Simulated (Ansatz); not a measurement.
# Hf5TiN6: the cost of one run

Program: Ansatz 0.2.0. Level of theory: DFT PBE, scalar-relativistic, plane waves, PAW. These are calculated values, not measurements.

## Step 1: The starting structure

It takes space group P-6m2 (No. 187, hexagonal). Conventional cell: a = 3.129 Å, b = 3.129 Å, c = 16.206 Å, α = 90.00°, β = 90.00°, γ = 120.00°. Hf (site symmetry 3m) is surrounded by 6 N at 2.25 to 2.28 Å. Hf (site symmetry -6m2) has 6 N at 2.27 Å in its first shell of neighbours. Around Hf (site symmetry 3m) lie 6 N at 2.26 to 2.27 Å. Ti (site symmetry -6m2) is surrounded by 6 N at 2.21 Å. N (site symmetry 3m) is surrounded by 3 Ti at 2.21 Å and 3 Hf at 2.25 Å. N (site symmetry 3m) is surrounded by 6 Hf at 2.26 to 2.28 Å. N (site symmetry 3m) is surrounded by 6 Hf at 2.27 Å.

As a file:

```
CELL_PARAMETERS angstrom
3.12860 0.00000 0.00000
-1.56430 2.70945 0.00000
0.00000 0.00000 16.20560
ATOMIC_POSITIONS crystal
Hf 0.33333 0.66667 0.16144
Hf 0.33333 0.66667 0.50000
Hf 0.33333 0.66667 0.83856
Hf 0.00000 0.00000 0.33077
Hf 0.00000 0.00000 0.66923
Ti 0.00000 0.00000 0.00000
N 0.66667 0.33333 0.92143
N 0.66667 0.33333 0.24682
N 0.66667 0.33333 0.58438
N 0.66667 0.33333 0.07857
N 0.66667 0.33333 0.41562
N 0.66667 0.33333 0.75318
```

The start is the relaxed end of an invented cell (made as: elements ordered on the sites of the HfN type, Ti/Hf on Hf (P-6m2, No. 187)), taken up again for a closer look.

## Step 2: Probe: one point on a coarse mesh

input.yaml reads:

```yaml
crystal:
  lattice:
    - [3.128601, 0.0, 0.0]
    - [-1.5643005, 2.7094479, 0.0]
    - [0.0, 0.0, 16.2055983]
  atoms:
    - { symbol: Hf, position: [0.3333333, 0.6666667, 0.161443] }
    - { symbol: Hf, position: [0.3333333, 0.6666667, 0.5] }
    - { symbol: Hf, position: [0.3333333, 0.6666667, 0.838557] }
    - { symbol: Hf, position: [0.0, 0.0, 0.330773] }
    - { symbol: Hf, position: [0.0, 0.0, 0.669227] }
    - { symbol: Ti, position: [0.0, 0.0, 0.0] }
    - { symbol: "N", position: [0.6666667, 0.3333333, 0.921432] }
    - { symbol: "N", position: [0.6666667, 0.3333333, 0.246821] }
    - { symbol: "N", position: [0.6666667, 0.3333333, 0.584381] }
    - { symbol: "N", position: [0.6666667, 0.3333333, 0.078568] }
    - { symbol: "N", position: [0.6666667, 0.3333333, 0.415619] }
    - { symbol: "N", position: [0.6666667, 0.3333333, 0.753179] }
basis:
  ecutwfc: 420
kpoints:
  mp_grid: { grid: [6, 6, 1] }
hamiltonian:
  xc: pbe
scf:
  occupations: { method: gaussian, width: 0.1 }
  lower_state_search: "off"
output:
  forces: true
  stress: true
  eigenvalues: true
```

Started as:

```bash
> ansatz run input.yaml --threads 4 --pin off --max-ram 8192MiB --backend cpu --events-out ev --progress --plain --runs-dir out
```

What time and memory should one allow on 4 threads of Intel Xeon Platinum 8259CL at 2.50GHz (Skylake/Cascade Lake), shared host?

About 2.5 s, with a peak of 0.68 GiB.
